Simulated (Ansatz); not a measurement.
# GeH₆OSi: basis-set convergence

An exercise on one series of results from a longer session: the logs are not shown, and one member is left open.

Computed with Ansatz 0.2.0, Gaussian basis. Level: one geometry, several basis sets.

Plan: PBE0-D4/def2-SVP; ωB97M-V/def2-SVP; PBE0-D4/def2-QZVPP; ωB97M-V/def2-QZVPP; the functionals' def2-TZVPP values are taken from earlier runs.

## The geometry

An earlier PBE0-D4 in a triple-zeta def2 set relaxation fixed the geometry.

SMILES `O[SiH2][GeH3]`, 9 atoms, charge 0, spin multiplicity 1.

Atoms are counted from 1 here; the program's logs count them from 0.

Bond lengths: O1–Si2 1.653 Å, O1–H4 0.958 Å, Si2–Ge3 2.375 Å, Si2–H5 1.492 Å, Si2–H6 1.492 Å, Ge3–H7 1.539 Å, Ge3–H8 1.537 Å, Ge3–H9 1.537 Å. Angles: Si2–O1–H4 117.7°, O1–Si2–Ge3 106.7°, O1–Si2–H5 111.3°, O1–Si2–H6 111.2°, Ge3–Si2–H5 110.4°, Ge3–Si2–H6 110.4°, H5–Si2–H6 106.9°, Si2–Ge3–H7 109.5°, Si2–Ge3–H8 111.1°, Si2–Ge3–H9 111.1°, H7–Ge3–H8 108.2°, H7–Ge3–H9 108.2°, H8–Ge3–H9 108.6°.

Geometry (Å):

```mol
GeH6OSi
  3D, bonds by distance, orders not assigned

  9  8  0  0  0  0  0  0  0  0999 V2000
   -1.6992    0.4329   -0.8362 O   0  0
   -0.0846    0.7000   -0.6060 Si  0  0
    0.6637   -0.9371    0.9429 Ge  0  0
   -2.1648    1.0140   -1.4396 H   0  0
    0.6702    0.5869   -1.8876 H   0  0
    0.1660    2.0713   -0.0749 H   0  0
    2.1682   -0.7465    1.2061 H   0  0
    0.4476   -2.3569    0.3950 H   0  0
   -0.0786   -0.8108    2.2830 H   0  0
  1  2  8  0
  2  3  8  0
  1  4  8  0
  2  5  8  0
  2  6  8  0
  3  7  8  0
  3  8  8  0
  3  9  8  0
M  END
```

Set-up of the first run:

The input, in.yaml:

```yaml
crystal:
  periodic: [false, false, false]
  atoms:
    - {symbol: O, position_ang: [-1.699195, 0.432939, -0.836208]}
    - {symbol: Si, position_ang: [-0.084645, 0.700034, -0.605983]}
    - {symbol: Ge, position_ang: [0.663691, -0.937104, 0.942935]}
    - {symbol: H, position_ang: [-2.164816, 1.013974, -1.439556]}
    - {symbol: H, position_ang: [0.670232, 0.586896, -1.887612]}
    - {symbol: H, position_ang: [0.165986, 2.071283, -0.074877]}
    - {symbol: H, position_ang: [2.168243, -0.746472, 1.206140]}
    - {symbol: H, position_ang: [0.447594, -2.356927, 0.395026]}
    - {symbol: H, position_ang: [-0.078590, -0.810823, 2.283036]}
basis:
  gaussian: {orbitals: def2-SVP}
hamiltonian: {xc: pbe0, dispersion: d4}
output: {orbitals: {seedname: orbitals}}
```

On the command line:

```bash
$ ansatz run in.yaml --threads 2 --pin off --events-out ev --progress --plain --max-ram 32768MiB --backend cpu
```

Steps of the session up to this table: PBE0-D4 in def2-SVP; ωB97M-V in def2-SVP; PBE0-D4 in def2-QZVPP; ωB97M-V in def2-QZVPP.

One of the session's tables, all rows but one given; the rest of the session is left out.

It belongs to the step «Functionals by basis». 

| functional | basis | HOMO (eV) | LUMO (eV) |
| --- | --- | --- | --- |
| PBE0-D4 | def2-SVP | ? | ? |
| PBE0-D4 | def2-TZVPP | -8.08 | -0.31 |
| PBE0-D4 | def2-QZVPP | -8.09 | -0.47 |
| ωB97M-V | def2-SVP | -10.05 | 1.98 |
| ωB97M-V | def2-TZVPP | -10.13 | 1.35 |
| ωB97M-V | def2-QZVPP | -10.14 | 0.99 |

Q: Estimate the row for PBE0-D4, def2-SVP from the others.

As computed: HOMO (eV): -8.03; LUMO (eV): 0.12. In the column «HOMO (eV)» it is the highest.
